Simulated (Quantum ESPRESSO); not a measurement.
# GaGe (F-43m) in Quantum ESPRESSO: a series of runs

The runs below take GaGe through relaxation of cell and atoms, with PBEsol.

Everything below comes from runs of Quantum ESPRESSO 7.5. Logs are shortened: lines on timing, memory, paths and dates and some standing lists are left out, and cuts for length are marked.

## Step 1: Starting point

It takes space group F-43m (No. 216, cubic). The conventional cell has a = 5.796 Å, b = 5.796 Å, c = 5.796 Å, α = 90.00°, β = 90.00°, γ = 90.00°. Around Ge (site symmetry -43m) lie 4 Ga at 2.51 Å. Around Ga (site symmetry -43m) lie 4 Ge at 2.51 Å.

The cell comes from a database or a generator and needn't be the stable form of this composition.

## Step 2: Relaxation of cell and atoms, PBEsol, target pressure 20 GPa, at which the enthalpy is minimised

File pw.in:

```
&CONTROL
  calculation = 'vc-relax'
  prefix = 'pwscf'
  outdir = './tmp'
  pseudo_dir = './pseudo'
  tprnfor = .true.
  tstress = .true.
  disk_io = 'low'
  nstep = 40
  forc_conv_thr = 0.0004
  etot_conv_thr = 1d-05
/
&SYSTEM
  ibrav = 0
  nat = 2
  ntyp = 2
  ecutwfc = 64
  ecutrho = 515
  nbnd = 24
  occupations = 'smearing'
  smearing = 'fd'
  degauss = 0.00367493
/
&ELECTRONS
  conv_thr = 4d-10
  electron_maxstep = 120
  mixing_beta = 0.5
/
&IONS
  ion_dynamics = 'bfgs'
/
&CELL
  cell_dynamics = 'bfgs'
  press = 200
  press_conv_thr = 0.3
/
ATOMIC_SPECIES
Ge    72.6300 ge_pbesol_v1.4.uspp.F.UPF
Ga    69.7230 ga_pbesol_v1.4.uspp.F.UPF
CELL_PARAMETERS angstrom
   0.0000000000    2.8978440000    2.8978440000
   2.8978440000    0.0000000000    2.8978440000
   2.8978440000    2.8978440000    0.0000000000
ATOMIC_POSITIONS crystal
Ge     0.0000000000    0.0000000000    0.0000000000
Ga     0.2500000000    0.2500000000    0.2500000000
K_POINTS automatic
8 8 8 0 0 0
```

Potentials or basis: GBRV 1.5 PBEsol.

The run is started by

```
$ OMP_NUM_THREADS=1 mpirun -n 2 pw.x -nk 2 -in pw.in > pw.out
```

pw.out:

```text
This program is part of the open-source Quantum ESPRESSO suite
     for quantum simulation of materials; please cite
         "P. Giannozzi et al., J. Phys.:Condens. Matter 21 395502 (2009);
         "P. Giannozzi et al., J. Phys.:Condens. Matter 29 465901 (2017);
         "P. Giannozzi et al., J. Chem. Phys. 152 154105 (2020);
     in publications or presentations arising from this work. More details at

     Message from routine setup:
     using ibrav=0 with symmetry is DISCOURAGED, use correct ibrav instead

     K-points division:     npool     =       2
     Subspace diagonalization in iterative solution of the eigenvalue problem:
     a serial algorithm will be used

     G-vector sticks info
     --------------------
     sticks:   dense  smooth     PW     G-vecs:    dense   smooth      PW
     Sum        2107    1057    313                64767    22659    3695

     Using Slab Decomposition

     bravais-lattice index     =            0
     lattice parameter (alat)  =       7.7444  a.u.
     unit-cell volume          =     328.4366 (a.u.)^3
     number of atoms/cell      =            2
     number of atomic types    =            2
     number of electrons       =        33.00
     number of Kohn-Sham states=           24
     kinetic-energy cutoff     =      64.0000  Ry
     charge density cutoff     =     515.0000  Ry
     scf convergence threshold =      4.0E-10
     mixing beta               =       0.5000
     number of iterations used =            8  plain     mixing
     energy convergence thresh.=      1.0E-05
     force convergence thresh. =      4.0E-04
     press convergence thresh. =      3.0E-01
     Exchange-correlation= SLA  PW   PSX  PSC
                           (   1   4  10   8   0   0   0)
     nstep                     =           40

     celldm(1)=   7.744419  celldm(2)=   0.000000  celldm(3)=   0.000000
     celldm(4)=   0.000000  celldm(5)=   0.000000  celldm(6)=   0.000000

     crystal axes: (cart. coord. in units of alat)
               a(1) = (   0.000000   0.707107   0.707107 )
               a(2) = (   0.707107   0.000000   0.707107 )
               a(3) = (   0.707107   0.707107   0.000000 )

     reciprocal axes: (cart. coord. in units 2 pi/alat)
               b(1) = ( -0.707107  0.707107  0.707107 )
               b(2) = (  0.707107 -0.707107  0.707107 )
               b(3) = (  0.707107  0.707107 -0.707107 )

     PseudoPot. # 1 for Ge read from file:
     ge_pbesol_v1.4.uspp.F.UPF
     Pseudo is Ultrasoft + core correction, Zval = 14.0
     Generated by new atomic code, or converted to UPF format
     Using radial grid of  873 points,  6 beta functions with:
                l(1) =   0
                l(2) =   0
                l(3) =   1
                l(4) =   1
                l(5) =   2
                l(6) =   2
     Q(r) pseudized with  8 coefficients,  rinner =    1.400   1.400   1.400
                                                       1.400   1.400

     PseudoPot. # 2 for Ga read from file:
     ga_pbesol_v1.4.uspp.F.UPF
     Pseudo is Ultrasoft + core correction, Zval = 19.0
     Generated by new atomic code, or converted to UPF format
     Using radial grid of  871 points,  6 beta functions with:
                l(1) =   0
                l(2) =   0
                l(3) =   1
                l(4) =   1
                l(5) =   2
                l(6) =   2
     Q(r) pseudized with  8 coefficients,  rinner =    1.250   1.250   1.250
                                                       1.250   1.250

     atomic species   valence    mass     pseudopotential
     Ge               14.00    72.63000     Ge( 1.00)
     Ga               19.00    69.72300     Ga( 1.00)

     24 Sym. Ops. (no inversion) found

   Cartesian axes

     site n.     atom                  positions (alat units)
         1        Ge     tau(   1) = (   0.0000000   0.0000000   0.0000000  )
         2        Ga     tau(   2) = (   0.3535534   0.3535534   0.3535534  )

     number of k points=    29  Fermi-Dirac smearing, width (Ry)=  0.0037
                       cart. coord. in units 2pi/alat
        k(    1) = (   0.0000000   0.0000000   0.0000000), wk =   0.0039062
        k(    2) = (   0.0883883   0.0883883  -0.0883883), wk =   0.0312500
        k(    3) = (   0.1767767   0.1767767  -0.1767767), wk =   0.0312500
        k(    4) = (   0.2651650   0.2651650  -0.2651650), wk =   0.0312500
        k(    5) = (  -0.3535534  -0.3535534   0.3535534), wk =   0.0156250
        k(    6) = (   0.1767767   0.0000000   0.0000000), wk =   0.0234375
[... 21 lines left out ...]
        k(   28) = (  -0.7071068   0.1767767  -0.0000000), wk =   0.0468750
        k(   29) = (  -0.7071068   0.3535534   0.0000000), wk =   0.0234375

     Dense  grid:    64767 G-vectors     FFT dimensions: (  60,  60,  60)

     Smooth grid:    22659 G-vectors     FFT dimensions: (  40,  40,  40)

     Initial potential from superposition of free atoms

     starting charge      31.9992, renormalised to      33.0000
     Starting wfcs are   21 randomized atomic wfcs +    3 random wfcs

     Self-consistent Calculation

     iteration #  1     ecut=    64.00 Ry     beta= 0.50
     Davidson diagonalization with overlap
     ethr =  1.00E-02,  avg # of iterations =  5.2
[... 264 lines left out ...]
          total   stress  (Ry/bohr**3)                   (kbar)     P=      -25.48
  -0.00017318  -0.00000000  -0.00000000          -25.48       -0.00       -0.00
  -0.00000000  -0.00017318   0.00000000           -0.00      -25.48        0.00
   0.00000000   0.00000000  -0.00017318            0.00        0.00      -25.48

     BFGS Geometry Optimization
     Energy error            =      6.2E-02 Ry
     Gradient error          =      3.0E-30 Ry/Bohr
     Cell gradient error     =      2.3E+02 kbar

     number of scf cycles    =   1
     number of bfgs steps    =   0
[... 735 lines left out ...]
   -83.8735 -83.8735 -83.8735 -13.9985 -13.9960 -13.9933 -13.9562 -13.9559
    -4.6066  -4.4964  -4.4914  -4.4183  -4.4147   0.1939   5.5264   7.2445
    10.3742  14.4832  17.5006  18.0106  18.1811  19.7181  22.7293  25.1553

          k = 0.5784-0.0000-0.0000 (  2830 PWs)   bands (ev):

   -83.8735 -83.8735 -83.8735 -14.0087 -13.9882 -13.9882 -13.9633 -13.9493
    -4.6369  -4.4606  -4.4606  -4.4580  -4.4008   0.5576   5.2999   8.6388
     8.6388  12.3455  13.3505  21.6816  21.6816  23.5654  24.5560  26.4063

          k =-0.0964-0.6748 0.6748 (  2846 PWs)   bands (ev):
[... 126 lines left out ...]
     iteration #  1     ecut=    64.00 Ry     beta= 0.50
     Davidson diagonalization with overlap
     ethr =  1.00E-06,  avg # of iterations =  2.2

     Threshold (ethr) on eigenvalues was too large:
     Diagonalizing with lowered threshold

     Davidson diagonalization with overlap
     ethr =  4.63E-09,  avg # of iterations =  2.5

     total energy              =    -628.12483914 Ry
     estimated scf accuracy    <       0.00000171 Ry
[... 270 lines left out ...]
     iteration #  1     ecut=    64.00 Ry     beta= 0.50
     Davidson diagonalization with overlap
     ethr =  1.00E-06,  avg # of iterations =  2.0

     Threshold (ethr) on eigenvalues was too large:
     Diagonalizing with lowered threshold

     Davidson diagonalization with overlap
     ethr =  1.24E-11,  avg # of iterations =  3.4

     total energy              =    -628.12470212 Ry
     estimated scf accuracy    <          4.7E-09 Ry
[... 224 lines left out ...]
     Energy error            =      1.9E-07 Ry
     Gradient error          =      8.1E-30 Ry/Bohr
     Cell gradient error     =      2.4E-03 kbar

     bfgs converged in   6 scf cycles and   5 bfgs steps
     (criteria: energy <  1.0E-05 Ry, force <  4.0E-04 Ry/Bohr, cell <  3.0E-01 kbar)

     End of BFGS Geometry Optimization

     Final enthalpy           =    -627.7832915593 Ry

Begin final coordinates
     new unit-cell volume =    251.11614 a.u.^3 (    37.21157 Ang^3 )
     density =      6.35240 g/cm^3

CELL_PARAMETERS (angstrom)
   0.000000000   2.649817776   2.649817776
   2.649817776   0.000000000   2.649817776
   2.649817776   2.649817776  -0.000000000

ATOMIC_POSITIONS (crystal)
Ge               0.0000000000        0.0000000000       -0.0000000000
Ga               0.2500000000        0.2500000000        0.2500000000
End final coordinates

     Final scf calculation at the relaxed structure.
     The G-vectors are recalculated for the final unit cell
     Results may differ from those at the preceding step.

     G-vector sticks info
     --------------------
     sticks:   dense  smooth     PW     G-vecs:    dense   smooth      PW
     Sum        1789     877    265                49757    17261    2891

     Using Slab Decomposition

     bravais-lattice index     =            0
     lattice parameter (alat)  =       7.7444  a.u.
     unit-cell volume          =     251.1161 (a.u.)^3
     number of atoms/cell      =            2
     number of atomic types    =            2
     number of electrons       =        33.00
     number of Kohn-Sham states=           24
     kinetic-energy cutoff     =      64.0000  Ry
     charge density cutoff     =     515.0000  Ry
     scf convergence threshold =      4.0E-12
     mixing beta               =       0.5000
     number of iterations used =            8  plain     mixing
     press convergence thresh. =      3.0E-01
     Exchange-correlation= SLA  PW   PSX  PSC
                           (   1   4  10   8   0   0   0)

     celldm(1)=   7.744419  celldm(2)=   0.000000  celldm(3)=   0.000000
     celldm(4)=   0.000000  celldm(5)=   0.000000  celldm(6)=   0.000000

     crystal axes: (cart. coord. in units of alat)
               a(1) = (   0.000000   0.646586   0.646586 )
               a(2) = (   0.646586   0.000000   0.646586 )
               a(3) = (   0.646586   0.646586  -0.000000 )

     reciprocal axes: (cart. coord. in units 2 pi/alat)
               b(1) = ( -0.773293  0.773293  0.773293 )
               b(2) = (  0.773293 -0.773293  0.773293 )
               b(3) = (  0.773293  0.773293 -0.773293 )

     PseudoPot. # 1 for Ge read from file:
     ge_pbesol_v1.4.uspp.F.UPF
     Pseudo is Ultrasoft + core correction, Zval = 14.0
     Generated by new atomic code, or converted to UPF format
     Using radial grid of  873 points,  6 beta functions with:
                l(1) =   0
                l(2) =   0
                l(3) =   1
                l(4) =   1
                l(5) =   2
                l(6) =   2
     Q(r) pseudized with  8 coefficients,  rinner =    1.400   1.400   1.400
                                                       1.400   1.400

     PseudoPot. # 2 for Ga read from file:
     ga_pbesol_v1.4.uspp.F.UPF
     Pseudo is Ultrasoft + core correction, Zval = 19.0
     Generated by new atomic code, or converted to UPF format
     Using radial grid of  871 points,  6 beta functions with:
                l(1) =   0
                l(2) =   0
                l(3) =   1
                l(4) =   1
                l(5) =   2
                l(6) =   2
     Q(r) pseudized with  8 coefficients,  rinner =    1.250   1.250   1.250
                                                       1.250   1.250

     atomic species   valence    mass     pseudopotential
     Ge               14.00    72.63000     Ge( 1.00)
     Ga               19.00    69.72300     Ga( 1.00)

     24 Sym. Ops. (no inversion) found

   Cartesian axes

     site n.     atom                  positions (alat units)
         1        Ge     tau(   1) = (  -0.0000000  -0.0000000   0.0000000  )
         2        Ga     tau(   2) = (   0.3232928   0.3232928   0.3232928  )

     number of k points=    29  Fermi-Dirac smearing, width (Ry)=  0.0037
                       cart. coord. in units 2pi/alat
        k(    1) = (   0.0000000   0.0000000   0.0000000), wk =   0.0039062
        k(    2) = (   0.0966616   0.0966616  -0.0966616), wk =   0.0312500
        k(    3) = (   0.1933232   0.1933232  -0.1933232), wk =   0.0312500
        k(    4) = (   0.2899848   0.2899848  -0.2899848), wk =   0.0312500
        k(    5) = (  -0.3866464  -0.3866464   0.3866464), wk =   0.0156250
        k(    6) = (   0.1933232   0.0000000  -0.0000000), wk =   0.0234375
[... 21 lines left out ...]
        k(   28) = (  -0.7732929   0.1933232   0.0000000), wk =   0.0468750
        k(   29) = (  -0.7732929   0.3866464   0.0000000), wk =   0.0234375

     Dense  grid:    49757 G-vectors     FFT dimensions: (  54,  54,  54)

     Smooth grid:    17261 G-vectors     FFT dimensions: (  40,  40,  40)

     Initial potential from superposition of free atoms

     starting charge      31.9992, renormalised to      33.0000
     Starting wfcs are   21 randomized atomic wfcs +    3 random wfcs

     Self-consistent Calculation

     iteration #  1     ecut=    64.00 Ry     beta= 0.50
     Davidson diagonalization with overlap
     ethr =  1.00E-06,  avg # of iterations = 15.3
[... 271 lines left out ...]
          total   stress  (Ry/bohr**3)                   (kbar)     P=      200.22
   0.00136110  -0.00000000   0.00000000          200.22       -0.00        0.00
   0.00000000   0.00136110   0.00000000            0.00      200.22        0.00
   0.00000000   0.00000000   0.00136110            0.00        0.00      200.22

=------------------------------------------------------------------------------=
   JOB DONE.
=------------------------------------------------------------------------------=
```

It took 1.9 min on 2 MPI ranks of Arm Neoverse V2, shared host; peak memory 0.38 GiB.

What came out:

| Quantity | Value |
| --- | --- |
| Free energy | -8546.0545 eV |
| Relaxed volume | 18.61 Å³/atom |
| Relaxed cell | a = 3.747 Å, b = 3.747 Å, c = 3.747 Å, α = 60.00°, β = 60.00°, γ = 60.00° |
| Space group after relaxing (to 0.05 Å) | F-43m (No. 216) |
| Energy change on relaxing (the enthalpy is what falls) | +218.1 meV/atom |
| Ionic steps | 6 |
| Pressure after relaxing | 20.0 GPa |
| Band gap on the k mesh | none (metal or under the smearing width) |

Step by step:
| step | energy change (eV) | largest force (eV/Å) | pressure (GPa) | volume (Å³) |
| --- | --- | --- | --- | --- |
| 1 | 0.0000 | 0.0000 | -2.55 | 48.67 |
| 2 | 0.0169 | 0.0000 | 4.20 | 43.29 |
| 3 | 0.6089 | 0.0000 | 25.04 | 35.98 |
| 4 | 0.3999 | 0.0000 | 18.90 | 37.51 |
| 5 | 0.4343 | 0.0000 | 19.94 | 37.23 |
| 6 | 0.4362 | 0.0000 | 20.00 | 37.21 |

Final structure:
```
CELL_PARAMETERS angstrom
0.00000 2.64982 2.64982
2.64982 0.00000 2.64982
2.64982 2.64982 0.00000
ATOMIC_POSITIONS crystal
Ge 0.00000 0.00000 0.00000
Ga 0.25000 0.25000 0.25000
```

Levels at points of the mesh, in eV from the Fermi level:
```
             k point  band 13  band 14  band 15  band 16  band 17  band 18  band 19  band 20  band 21  band 22
  (0.00, 0.00, 0.00)   -14.45   -12.28     2.30     2.30     2.30     4.86     4.94     4.94     4.94     8.83
 (0.00, 0.00, -0.50)   -14.45    -9.47    -6.49     0.51     0.51     3.45     5.90     5.90     8.60    13.91
(0.00, -0.50, -0.50)   -14.44    -8.03    -6.61    -1.74    -1.74     2.31     2.56    13.78    13.78    15.53
```

Caveat: the volume moved by over 15 % at a fixed basis, so the end points are rough.

## Step 3: Relaxation of cell and atoms, PBEsol, target pressure 30 GPa, at which the enthalpy is minimised

Changes to pw.in since step 2:

```diff
@@ -33,3 +33,3 @@
   cell_dynamics = 'bfgs'
-  press = 200
+  press = 300
   press_conv_thr = 0.3
```

Potentials or basis: GBRV 1.5 PBEsol.

The run is started by

```
$ OMP_NUM_THREADS=1 mpirun -n 2 pw.x -nk 2 -in pw.in > pw.out
```

Wall time 2 min (2 MPI ranks of Arm Neoverse V2, shared host); peak memory 0.38 GiB.

Results (log left out):

| Item | Value |
| --- | --- |
| Free energy | -8545.6987 eV |
| Relaxed volume | 17.47 Å³/atom |
| Relaxed cell | a = 3.669 Å, b = 3.669 Å, c = 3.669 Å, α = 60.00°, β = 60.00°, γ = 60.00° |
| Space group after relaxing (to 0.05 Å) | F-43m (No. 216) |
| Energy change on relaxing (the enthalpy is what falls) | +394.4 meV/atom |
| Ionic steps | 6 |
| Pressure after relaxing | 30.0 GPa |
| Band gap on the k mesh | none (metal or under the smearing width) |

The path:
| step | energy change (eV) | largest force (eV/Å) | pressure (GPa) | volume (Å³) |
| --- | --- | --- | --- | --- |
| 1 | 0.0000 | 0.0000 | -2.55 | 48.67 |
| 2 | 0.1057 | 0.0000 | 8.66 | 41.03 |
| 3 | 1.5899 | 0.0000 | 50.54 | 31.68 |
| 4 | 0.6586 | 0.0000 | 26.43 | 35.67 |
| 5 | 0.7724 | 0.0000 | 29.57 | 35.02 |
| 6 | 0.7887 | 0.0000 | 30.01 | 34.93 |

Final structure:
```cif
data_structure
_symmetry_space_group_name_H-M 'P 1'
_symmetry_Int_Tables_number 1
_cell_length_a 3.6692
_cell_length_b 3.6692
_cell_length_c 3.6692
_cell_angle_alpha 60.000
_cell_angle_beta 60.000
_cell_angle_gamma 60.000
_cell_volume 34.93
loop_
_atom_site_label
_atom_site_type_symbol
_atom_site_fract_x
_atom_site_fract_y
_atom_site_fract_z
_atom_site_occupancy
Ge1 Ge 0.00000 0.00000 0.00000 1
Ga1 Ga 0.25000 0.25000 0.25000 1
```

Levels at points of the mesh, in eV from the Fermi level:
```tsv
k point	band 14	band 15	band 16	band 17	band 18	band 19	band 20	band 21
(0.00, 0.00, 0.00)	-12.76	2.49	2.49	2.49	5.09	5.09	5.09	5.59
(0.00, 0.00, -0.50)	-9.71	-6.81	0.56	0.56	3.85	6.04	6.04	8.72
(0.00, -0.50, -0.50)	-8.17	-6.83	-1.87	-1.87	2.33	2.60	14.51	14.51
```

Caveat: the volume moved by over 15 % at a fixed basis, so the end points are rough.
